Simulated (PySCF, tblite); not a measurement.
# C₅H₆N₂Si: geometry, infrared bands and NMR shifts

Wanted: the infrared bands and NMR shifts of C₅H₆N₂Si (`CC#C/C=N/[SiH2]C#N`), by calculation.

Programs: tblite 0.8.0 and PySCF 2.14.0, with density-fitted response routines of our own. Each step states its level of theory. These are calculated values for one molecule in the gas phase, unless marked as measured. Atoms are numbered from 0 throughout.

### Step 1. The molecule as given

14 atoms, charge 0, multiplicity 1; geometry from: force field or distance geometry start.

Bonds of the start (Å): C0–C1 1.47, C1–C2 1.21, C2–C3 1.46, C3–N4 1.30, N4–Si5 1.77, Si5–C6 1.84, C6–N7 1.18, C0–H8 1.11, C0–H9 1.10, C0–H10 1.13, C3–H11 1.07, Si5–H12 1.46, Si5–H13 1.48.

### Step 2. Optimising the geometry with GFN2-xTB

What the job is given:

```
{"job": {"kind": "relax", "xc": "GFN2-xTB", "basis": "xTB"}, "charge": 0, "multiplicity": 1}
C     -3.277200    -1.709900     0.720000
C     -2.126600    -0.865100     0.379400
C     -1.169700    -0.171600     0.120900
C     -0.028300     0.668100    -0.216300
N      0.993700     0.504700     0.575400
Si     2.462900     1.442800     0.296300
C      3.929600     0.335600     0.382700
N      4.865100    -0.382500     0.463400
H     -3.380500    -2.459200    -0.097900
H     -3.090500    -2.164600     1.709600
H     -4.196000    -1.061000     0.779500
H     -0.048200     1.347100    -1.040700
H      2.444700     1.950200    -1.069800
H      2.620400     2.565100     1.255500
```

Run with:

```
> OMP_NUM_THREADS=1 python probes_run.py task.json out
```

This one command runs all jobs of the session in turn.

**Question.** This job is followed by: GFN2-xTB harmonic vibrations, gas phase; GIAO PBE0/pcSseg-1 NMR shielding, non-relativistic, gas phase. What will the session give for the following? strongest single infrared mode (GFN2-xTB); zero-point energy (GFN2-xTB); 13C shifts against TMS (PBE0/pcSseg-1); 1H shifts against TMS (PBE0/pcSseg-1, means over atoms taken as alike); 15N shifts against NH3 (PBE0/pcSseg-1); 29Si shifts against TMS (PBE0/pcSseg-1); surface potential, 1st and 99th percentile.

**Answer**, as computed:

```
                                                              quantity                               value
                             strongest single infrared mode (GFN2-xTB)               1702 cm⁻¹, 449 km/mol
                                          zero-point energy (GFN2-xTB)                       56.9 kcal/mol
                                13C shifts against TMS (PBE0/pcSseg-1)  163.0, 123.5, 106.1, 88.0, 5.8 ppm
1H shifts against TMS (PBE0/pcSseg-1, means over atoms taken as alike)                8.34, 5.32, 2.34 ppm
                                15N shifts against NH3 (PBE0/pcSseg-1)                    389.6, 359.6 ppm
                               29Si shifts against TMS (PBE0/pcSseg-1)                           -69.3 ppm
                                 surface potential, 1st and 99th percentile                  -1.82 V and 1.50 V
```

Over 67 steps the energy fell by 0.466 eV; of the close pairs, N4–Si5 changed most, 1.765 to 1.706 Å. The lowest mode is imaginary (40i cm⁻¹), so the xTB geometry is not a minimum. The strongest single mode, at 1702 cm⁻¹, moves mainly C3 and N4. GFN2-xTB is a fitted tight-binding method: band positions and strengths are rough. Its intensities can rank the bands wrongly. At PBE0/pcSseg-1: The widest tensor belongs to N4: span 803 ppm, with a paramagnetic part of -454 ppm. By nearest atom (PBE0/pcSseg-1), the HOMO sits on N4 67 %; H11, H12 about 9 % each and the LUMO on C3 28 %; N4 26 %.
